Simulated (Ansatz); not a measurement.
**C4H10Mg: taking an electron away**

An exercise on one series of results from a longer session: the logs are not shown, and one member is left open.

Method: unrestricted cation, the program's frozen cores in correlated methods; program: Ansatz 0.2.0, Gaussian basis.

Plan: UKS PBE-D4/def2-TZVPP; UKS r2SCAN-D4/def2-TZVPP; UKS PBE0-D4/def2-TZVPP; UKS B3LYP-D4/def2-TZVPP; UKS wB97X-V/def2-TZVPP; UKS wB97M-V/def2-TZVPP; UKS B2PLYP/def2-TZVPP; UHF-CCSD(T)/def2-TZVPP; UHF-MP2/def2-QZVPP; extrapolation to the limit; then −ε(HOMO) from the neutral's earlier runs with LDA (SPW92), PBE-D4, revPBE-D4, BLYP-D4, r2SCAN-D4, B97M-V, PBE0-D4, B3LYP-D4, r2SCANh-D4, r2SCAN0-D4, HSE06-D4, BHLYP-D4, CAM-B3LYP-D4, LC-ωPBE, ωB97X-V, ωB97M-V.

### Structure used throughout

All runs share one geometry, relaxed beforehand with PBE0-D4 in a triple-zeta def2 set.

15 atoms, charge 0, spin multiplicity 1.

Atoms are counted from 1 here; the program's logs count them from 0.

Bond lengths: C1–C2 1.531 Å, C1–H6 1.095 Å, C1–H7 1.097 Å, C1–H8 1.095 Å, C2–Mg3 2.106 Å, C2–H9 1.098 Å, C2–H10 1.098 Å, Mg3–C4 2.106 Å, C4–C5 1.531 Å, C4–H11 1.098 Å, C4–H12 1.098 Å, C5–H13 1.095 Å, C5–H14 1.097 Å, C5–H15 1.095 Å. Angles: C2–C1–H6 112.0°, C2–C1–H7 112.8°, C2–C1–H8 112.0°, H6–C1–H7 106.5°, H6–C1–H8 106.5°, H7–C1–H8 106.5°, C1–C2–Mg3 116.2°, C1–C2–H9 109.5°, C1–C2–H10 109.5°, Mg3–C2–H9 108.2°, Mg3–C2–H10 108.2°, H9–C2–H10 104.7°, C2–Mg3–C4 179.4°, Mg3–C4–C5 116.2°, Mg3–C4–H11 108.2°, Mg3–C4–H12 108.2°, C5–C4–H11 109.5°, C5–C4–H12 109.5° and more.

Set-up of the first run:

Input file in.yaml:

```yaml
crystal:
  periodic: [false, false, false]
  atoms:
    - {symbol: C, position_ang: [0.446976, 2.056507, 1.918572]}
    - {symbol: C, position_ang: [1.170797, 0.717342, 1.755185]}
    - {symbol: Mg, position_ang: [0.509449, -0.511828, 0.178600]}
    - {symbol: C, position_ang: [-0.168062, -1.724871, -1.403596]}
    - {symbol: C, position_ang: [-1.340121, -1.177383, -2.222454]}
    - {symbol: H, position_ang: [-0.624382, 1.924959, 2.101788]}
    - {symbol: H, position_ang: [0.835534, 2.650650, 2.755101]}
    - {symbol: H, position_ang: [0.534949, 2.682903, 1.024949]}
    - {symbol: H, position_ang: [1.097458, 0.145528, 2.689769]}
    - {symbol: H, position_ang: [2.246017, 0.896547, 1.622587]}
    - {symbol: H, position_ang: [-0.436524, -2.706925, -0.992139]}
    - {symbol: H, position_ang: [0.681455, -1.925439, -2.069850]}
    - {symbol: H, position_ang: [-1.100197, -0.218458, -2.693174]}
    - {symbol: H, position_ang: [-1.646684, -1.853184, -3.030585]}
    - {symbol: H, position_ang: [-2.228465, -1.007248, -1.605553]}
basis:
  gaussian: {orbitals: def2-TZVPP}
total_charge: 1
magnetization: {spin_polarized: true, initial_magnetization: 1}
hamiltonian: {xc: pbe, dispersion: d4}
```

Started as:

```
ansatz run in.yaml --threads 2 --pin off --events-out ev --progress --plain --max-ram 22528MiB --backend cuda --devices 0, --max-vram 18GiB
```

Steps of the session up to this table: Cation, UKS PBE-D4/def2-TZVPP; Cation, UKS r2SCAN-D4/def2-TZVPP; Cation, UKS PBE0-D4/def2-TZVPP; Cation, UKS B3LYP-D4/def2-TZVPP; Cation, UKS wB97X-V/def2-TZVPP; Cation, UKS wB97M-V/def2-TZVPP; Cation, UKS B2PLYP (frozen core)/def2-TZVPP; Cation, UHF-CCSD(T)/def2-TZVPP; Cation, UHF-MP2/def2-QZVPP.

One table of the session follows, with a row left open; its other results are not shown here.

It belongs to the step «Ionisation energies side by side». Orbital estimates, from the neutral's runs:

| functional | −ε(HOMO) (eV) |
| --- | --- |
| LDA (SPW92) | ? |
| PBE-D4 | 4.76 |
| revPBE-D4 | 4.70 |
| BLYP-D4 | 4.65 |
| r2SCAN-D4 | 4.95 |
| B97M-V | 5.03 |
| PBE0-D4 | 5.89 |
| B3LYP-D4 | 5.70 |
| r2SCANh-D4 | 5.38 |
| r2SCAN0-D4 | 6.03 |
| HSE06-D4 | 5.49 |
| BHLYP-D4 | 6.95 |
| CAM-B3LYP-D4 | 7.21 |
| LC-ωPBE | 8.53 |
| ωB97X-V | 8.18 |
| ωB97M-V | 8.06 |

Estimate the missing values for LDA (SPW92).

**Answer.** −ε(HOMO) (eV): 4.89. In the column «−ε(HOMO) (eV)» it lies between PBE-D4 (4.76) and r2SCAN-D4 (4.95).
